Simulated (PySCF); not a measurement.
# C5H4BrN (4-Bromopyridine): the cost of one run

Programs: PySCF 2.14.0, with routines of our own; each step states its level. All values are computed. Atoms count from 0.

## (1) The starting structure

11 atoms, charge 0, multiplicity 1; geometry from: GFN2-xTB.

## (2) Geometry optimisation at PBE0-D3(BJ)/def2-SVP

The job: settings as JSON, then the geometry in Å.

```
{"job": {"xc": "PBE0", "basis": "def2-SVP", "d3": "d3bj", "grid": 1, "maxiter": 30, "shake": 0.01, "kind": "geom"}, "charge": 0, "multiplicity": 1}
Br    -0.881480     2.836250     0.195030
C     -0.334580     1.042100     0.065800
C     -1.285380     0.025460     0.006340
C     -0.753500    -1.269550    -0.077450
N      0.494400    -1.583600    -0.118960
C      1.371420    -0.587680    -0.058760
C      1.032120     0.744820     0.032260
H     -2.307320     0.240710     0.036690
H     -1.472150    -2.103120    -0.100070
H      2.412690    -0.890320    -0.076340
H      1.761890     1.519100     0.079790
```

On the command line:

```bash
$ OMP_NUM_THREADS=1 python heavy_run.py task.json out
```

This one command runs all jobs of the session in turn.

Q: Estimate the wall time and peak memory of this first job on 1 thread of Arm Neoverse V1, shared host.

About 58 s, with a peak of 0.53 GiB.
